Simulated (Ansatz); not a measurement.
# GeSi6: the cost of one run

The runs use Ansatz 0.2.0, Gaussian basis; UKS PBE0-D4/def2-TZVPD.

Levels to be run: a search for the lowest solution at PBE0-D4/def2-SVP; a single point at PBE0-D4/def2-TZVPD.

11 further runs of the same task are left out: 10 that didn't finish, 1 set aside as unsound or not needed. Runs told in other sessions of the task aren't counted.

**1. The relaxed structure**

The doublet was relaxed beforehand with PBE-D4/def2-SVPD. At that level it is the lowest of the isomers that a small search found.

7 atoms, charge -1, spin multiplicity 2.

Atoms are counted from 1 here; the program's logs count them from 0.

Bond lengths: Si1–Si5 2.439 Å, Si1–Si6 2.450 Å, Si1–Ge7 2.621 Å, Si2–Si3 2.486 Å, Si2–Si5 2.354 Å, Si2–Ge7 2.497 Å, Si3–Si4 2.344 Å, Si4–Si5 2.533 Å, Si4–Si6 2.309 Å, Si4–Ge7 2.594 Å. Angles: Si5–Si1–Si6 108.2°, Si5–Si1–Ge7 63.6°, Si6–Si1–Ge7 105.3°, Si3–Si2–Si5 65.9°, Si3–Si2–Ge7 67.8°, Si5–Si2–Ge7 66.8°, Si2–Si3–Si4 104.9°, Si3–Si4–Si5 65.3°, Si3–Si4–Si6 174.9° and more.

The ion is computed in the gas phase, without counter-ions or solvent.

Bonds by kind at the end (by distance):

| bond | count | shortest (Å) | longest (Å) |
| --- | --- | --- | --- |
| Si–Si | 9 | 2.309 | 2.635 |
| Ge–Si | 4 | 2.497 | 2.671 |

**2. Searching for the lowest solution, PBE0-D4/def2-SVP**

start.molden holds the orbitals of an earlier run on this state, given as this run's starting guess.

in.yaml reads:

```yaml
crystal:
  periodic: [false, false, false]
  atoms:
    - {symbol: Si, position_ang: [1.445290, -1.169721, -0.642475]}
    - {symbol: Si, position_ang: [0.315408, 2.646933, 0.270242]}
    - {symbol: Si, position_ang: [-1.605213, 1.184123, 0.862112]}
    - {symbol: Si, position_ang: [-0.941413, -0.969072, 0.217684]}
    - {symbol: Si, position_ang: [0.936738, 0.513887, 1.046929]}
    - {symbol: Si, position_ang: [-0.100307, -3.046051, -0.341097]}
    - {symbol: Ge, position_ang: [-0.050503, 0.839891, -1.413385]}
basis:
  gaussian: {orbitals: def2-SVP, initial_orbitals: start.molden}
total_charge: -1
magnetization: {spin_polarized: true, initial_magnetization: 1}
hamiltonian: {xc: pbe0, dispersion: d4}
output: {orbitals: {seedname: orbitals}}
```

On the command line:

```bash
> ansatz run in.yaml --threads 4 --pin off --events-out ev --progress --plain --max-ram 4787MiB
```

**Question.** How long does this run take on 4 threads of Intel Xeon Platinum 8175M at 2.50GHz, shared host, and how much memory does it need?

About 16 s, with a peak of 0.66 GiB.
